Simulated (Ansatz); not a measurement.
Crystal: VW2C3.

```
W V C
1.0
    -1.52449    2.16193    4.58503
     1.52449   -2.16193    4.58503
     1.52449    2.16193   -4.58503
W V C
2 1 3
Direct
  0.83402 0.33402 0.50000
  0.16598 0.66598 0.50000
  0.50000 0.00000 0.50000
  0.33904 0.33904 0.00000
  0.66096 0.66096 0.00000
  0.00000 0.00000 0.00000
```

The cell comes from a database or a generator and needn't be the stable form of this composition.

| Property | Result |
| --- | --- |
| Program | Ansatz 0.2.0 |
| Task | relaxation of cell and atoms |
| Functional | LDA |
| Potentials or basis | Ansatz PAW |
| Cutoff | 420 eV (not typed: the program's choice for these potentials) |
| k mesh | 11 × 11 × 11 |
| Occupations | fermi-dirac, width 0.05 eV |
| Spin | collinear spin, ferromagnetic start |
| Starting moments | [0.0, 0.0, 2.0, 0.0, 0.0, 0.0] μB |

At the start: volume 10.07 Å³/atom.

Task: How do energy, volume and symmetry change on relaxing?

Result: It ends after 9 steps and the volume is 9.62 Å³/atom (-4.5 %); space group Immm (No. 71, to 0.05 Å); moment 0.00 μB per cell.

Step by step:
| step | energy change (eV) | largest force (eV/Å) | volume (Å³) |
| --- | --- | --- | --- |
| 1 | 0.0000 | 0.0623 | 60.45 |
| 2 | -0.1385 | 0.2730 | 57.09 |
| 3 | -0.1491 | 0.0770 | 57.80 |
| 4 | -0.1499 | 0.0042 | 57.72 |
| 5 | -0.1499 | 0.0005 | 57.72 |
| 6 | -0.1499 | 0.0003 | 57.72 |
| 7 | -0.1443 | 0.0003 | 57.72 |
| 8 | -0.1444 | 0.0001 | 57.70 |
| 9 | -0.1443 | 0.0001 | 57.70 |

Final structure:
```xyz
6
Lattice="-1.5027 2.1268 4.5137 1.5027 -2.1268 4.5137 1.5027 2.1268 -4.5137" Properties=species:S:1:pos:R:3 pbc="T T T"
W     0.0000    2.1268    3.0060
W     1.5027    0.0000    1.5077
V     0.0000    2.1268    0.0000
C     0.0000    0.0000    3.0685
C     0.0000    0.0000    5.9589
C     0.0000    0.0000    0.0000
```

Caveat: the plane-wave basis is chosen anew once the cell has moved, so the energies of steps on either side of that aren't comparable; the pressure holds a Pulay correction of +0.4 GPa for the finite cutoff; the PAW data sets come from PBE, with cores solved anew for the run's functional, which leaves a small shift of forces and pressure; the starting moments weren't kept.
